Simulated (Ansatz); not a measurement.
Be₃Si, space group I4/mmm, the orbital character of the bands

Computed with the Ansatz DFT code, driven from Python.

Contents of `POSCAR`:
```text
Be3Si
1.0
  -1.70556600    1.70556600    3.42313300
   1.70556600   -1.70556600    3.42313300
   1.70556600    1.70556600   -3.42313300
Be Si
3 1
Direct
   0.75000000    0.25000000    0.50000000
   0.25000000    0.75000000    0.50000000
   0.50000000    0.50000000    0.00000000
   0.00000000    0.00000000    0.00000000
```

The cells in order, each with its output:

```python
from pathlib import Path

import ansatz as az
from ase.io import read
import pandas as pd
```

```python
atoms = read("POSCAR", format="vasp")
crystal = az.Crystal.from_ase(atoms)

points = {"G": (0.0, 0.0, 0.0), "X": (0.0, 0.0, 0.5), "P": (0.25, 0.25, 0.25), "N": (0.0, 0.5, 0.0), "M": (0.5, 0.5, -0.5), "S": (0.31206, 0.68794, -0.31206)}
calculation = (
    crystal.calculation()
    .functional("rpbe")
    .basis(20 * az.Ha)
    .accuracy("medium")
    .kpoints(12, 12, 12)
    .occupations("Fermi-Dirac", width=0.3)
    .scf(max_iterations=100, self_checks="high")
    .band_structure(list(points.values()), intervals=1)
    .fat_bands()
)
def show(event):
    row = event["data"]
    if event["event"] == "scf_iter" and row.get("harris_foulkes_ev") is not None:
        print(f"  iteration {row['iter']:3d}  Harris-Foulkes {row['harris_foulkes_ev']:.5f} eV  residual {row['dr2_ev']:.2e}")
```

```python
done = calculation.session().plan().execute(on_event=show)
summary = done.report
```

      iteration   1  Harris-Foulkes -919.04088 eV  residual 1.11e-03
      iteration   2  Harris-Foulkes -919.04100 eV  residual 4.37e-04
      iteration   3  Harris-Foulkes -919.04099 eV  residual 5.19e-06
      iteration   4  Harris-Foulkes -919.04099 eV  residual 1.98e-07
      iteration   5  Harris-Foulkes -919.04099 eV  residual 6.64e-09
      iteration   6  Harris-Foulkes -919.04099 eV  residual 1.53e-10

```python
sorted(key for key in summary if key.endswith("_ev"))
```

    ['eigenvalues_ev', 'energy_sigma0_ev', 'entropy_ts_ev', 'fermi_energy_ev', 'free_energy_ev',
     'gap_by_band_count_ev', 'harris_foulkes_ev', 'internal_energy_ev', 'lagrangian_above_aufbau_ev',
     'lagrangian_ev', 'lagrangian_sigma0_ev', 'loop_eigenvalues_ev', 'loop_fermi_energy_ev',
     'occupations_fermi_energy_ev', 'residual_norms_ev']

```python
file = Path(done.write_results("results")) / "fatbands.tsv"
names = file.read_text().splitlines()[0].lstrip("# ").split("\t")
table = pd.read_csv(file, sep="\t", comment="#", names=names)
near = table[table.e_minus_ef.abs() < 2]
for ik, label in enumerate(points):
    print(label)
    for _, row in near[near.ik == ik].iterrows():
        main = row[names[4:]].astype(float).nlargest(2)
        print(f"   band {int(row.band):3d} {row.e_minus_ef:7.3f} eV  " + ", ".join(f"{k} {v:.2f}" for k, v in main.items()))
```

    G
       band   2  -0.596 eV  si3_l1_3P 0.86, be0_l0_2S 0.00
       band   3  -0.596 eV  si3_l1_3P 0.86, be0_l0_2S 0.00
       band   4   0.163 eV  be0_l0_2S 0.00, be1_l0_2S 0.00
       band   5   0.163 eV  be0_l0_2S 0.00, be1_l0_2S 0.00
       band   6   0.838 eV  si3_l0_3S 0.34, be0_l0_2S 0.23
       band   7   1.137 eV  be0_l0_2S 0.00, be1_l0_2S 0.00
    X
       band   5  -1.485 eV  be0_l0_2S 0.48, be1_l0_2S 0.48
    P
       band   4  -0.997 eV  si3_l0_3S 0.11, be0_l0_2S 0.00
       band   5  -0.188 eV  be2_l0_2S 0.53, si3_l1_3P 0.43
       band   6   0.187 eV  be0_l0_2S 0.33, be1_l0_2S 0.33
       band   7   0.187 eV  be0_l0_2S 0.33, be1_l0_2S 0.33
    N
       band   4   0.296 eV  si3_l1_3P 0.83, be0_l0_2S 0.00
       band   5   0.764 eV  be0_l0_2S 0.00, be1_l0_2S 0.00
    M
       band   4   0.861 eV  be2_l0_2S 0.54, si3_l0_3S 0.34
       band   5   1.278 eV  be0_l0_2S 0.42, be1_l0_2S 0.42
    S
       band   3  -1.532 eV  si3_l1_3P 0.64, be0_l0_2S 0.00
       band   4   1.416 eV  si3_l1_3P 0.30, be0_l0_2S 0.09
       band   5   1.437 eV  be2_l0_2S 0.22, si3_l1_3P 0.11

Reading the output:
- These settings explore the input space; cutoff and mesh may be short of convergence.
- The computed bands are complete only to about 4.5 eV above the Fermi level.
- A Fermi-Dirac width this large means warm electrons, whose thermal share enters the free energy.
- A gap by band count of zero or less means overlapping bands, a metal.
- The structure comes from a database of computed cells and needn't be a stable or known phase.
- Levels are Kohn-Sham eigenvalues on this mesh.
- Energies are less the Fermi level and bands count from 0. Only the largest channels are printed, equivalent atoms hold more, and in degenerate sets the split between sites is arbitrary; shells that the potentials lack have no channel.
- Hardware and time: 9.4 s on 1 thread of Intel(R) Xeon(R) Platinum 8259CL CPU @ 2.50GHz (Skylake/Cascade Lake), with other jobs on the host, peak memory 0.54 GiB.

(Lines on the test bed's own set-up are left out of the output.)
